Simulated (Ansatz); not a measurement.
# C10H14: up Jacob's ladder to CCSD(T)

The task here is to estimate one member of a computed series from the others.

Computed with Ansatz 0.2.0, Gaussian basis. Level: functionals in def2-TZVPP, the program's frozen cores in correlated methods.

The runs, in order: PBE-D4, r2SCAN-D4, PBE0-D4, B3LYP-D4, ωB97X-V, ωB97M-V, B2PLYP; CCSD(T)/def2-TZVPP; MP2/def2-QZVPP; extrapolation to the limit.

**The geometry**

The geometry comes from an earlier relaxation with PBE0-D4 in a triple-zeta def2 set; it is a stationary point, not always the lowest conformer.

SMILES `CCCCc1ccccc1`, 24 atoms, charge 0, spin multiplicity 1.

Atoms are counted from 1 here; the program's logs count them from 0.

Bond lengths: C1–C2 1.520 Å, C1–H11 1.092 Å, C1–H12 1.092 Å, C1–H13 1.094 Å, C2–C3 1.523 Å, C2–H14 1.095 Å, C2–H15 1.097 Å, C3–C4 1.528 Å, C3–H16 1.097 Å, C3–H17 1.095 Å, C4–C5 1.500 Å, C4–H18 1.096 Å, C4–H19 1.094 Å, C5–C6 1.392 Å, C5–C10 1.392 Å, C6–C7 1.386 Å, C6–H20 1.086 Å, C7–C8 1.387 Å and more. Angles: C2–C1–H11 112.0°, C2–C1–H12 111.2°, C2–C1–H13 111.0°, H11–C1–H12 107.3°, H11–C1–H13 107.6°, H12–C1–H13 107.6°, C1–C2–C3 114.1°, C1–C2–H14 109.1°, C1–C2–H15 109.6°, C3–C2–H14 108.6°, C3–C2–H15 109.2°, H14–C2–H15 106.0°, C2–C3–C4 114.0°, C2–C3–H16 109.6°, C2–C3–H17 109.5°, C4–C3–H16 108.9°, C4–C3–H17 108.5°, H16–C3–H17 106.0° and more.

Set-up of the first run:

File in.yaml:

```yaml
crystal:
  periodic: [false, false, false]
  atoms:
    - {symbol: C, position_ang: [-0.052288, -3.429878, 0.822304]}
    - {symbol: C, position_ang: [-1.226880, -2.469321, 0.731228]}
    - {symbol: C, position_ang: [-0.906611, -1.160892, 0.021542]}
    - {symbol: C, position_ang: [0.114383, -0.290722, 0.752945]}
    - {symbol: C, position_ang: [0.359317, 1.009557, 0.047265]}
    - {symbol: C, position_ang: [1.353106, 1.119920, -0.920665]}
    - {symbol: C, position_ang: [1.551767, 2.307394, -1.608016]}
    - {symbol: C, position_ang: [0.755723, 3.410137, -1.336693]}
    - {symbol: C, position_ang: [-0.237372, 3.314709, -0.373210]}
    - {symbol: C, position_ang: [-0.431421, 2.124322, 0.310176]}
    - {symbol: H, position_ang: [0.765809, -3.019543, 1.418761]}
    - {symbol: H, position_ang: [-0.348957, -4.374194, 1.284235]}
    - {symbol: H, position_ang: [0.345008, -3.657403, -0.171350]}
    - {symbol: H, position_ang: [-2.050673, -2.960322, 0.202837]}
    - {symbol: H, position_ang: [-1.601466, -2.250450, 1.738281]}
    - {symbol: H, position_ang: [-0.536241, -1.370620, -0.989018]}
    - {symbol: H, position_ang: [-1.826760, -0.581461, -0.108267]}
    - {symbol: H, position_ang: [-0.245928, -0.096345, 1.769136]}
    - {symbol: H, position_ang: [1.059761, -0.831372, 0.852136]}
    - {symbol: H, position_ang: [1.982969, 0.261857, -1.134615]}
    - {symbol: H, position_ang: [2.334437, 2.373312, -2.355488]}
    - {symbol: H, position_ang: [0.911473, 4.340673, -1.870153]}
    - {symbol: H, position_ang: [-0.861354, 4.172771, -0.149586]}
    - {symbol: H, position_ang: [-1.207813, 2.057880, 1.066214]}
basis:
  gaussian: {orbitals: def2-TZVPP}
hamiltonian: {xc: pbe, dispersion: d4}
output: {forces: true, orbitals: {seedname: orbitals}}
```

Among the steps run: PBE-D4 (GGA); r2SCAN-D4 (meta-GGA); PBE0-D4 (hybrid); B3LYP-D4 (hybrid); ωB97X-V (range-separated); ωB97M-V (range-separated); B2PLYP (double hybrid); CCSD(T) in def2-TZVPP; MP2 in def2-QZVPP.

One of the session's tables, all rows but one given; the rest of the session is left out.

It belongs to the step «Atomisation energies». 

| method | atomisation energy (eV) |
| --- | --- |
| PBE-D4 | 113.602 |
| r2SCAN-D4 | 111.100 |
| PBE0-D4 | 112.015 |
| B3LYP-D4 | 110.710 |
| ωB97X-V | 110.545 |
| ωB97M-V | 110.787 |
| B2PLYP | 109.643 |
| HF/def2-TZVPP | ? |
| MP2/def2-TZVPP | 110.099 |
| CCSD/def2-TZVPP | 106.259 |
| CCSD(T)/def2-TZVPP | 107.946 |
| MP2/CBS | 112.444 |
| CCSD(T)/CBS | 110.292 |

Estimate the missing values for HF/def2-TZVPP.

As computed: atomisation energy (eV): 83.243. In the column «atomisation energy (eV)» it is the lowest.
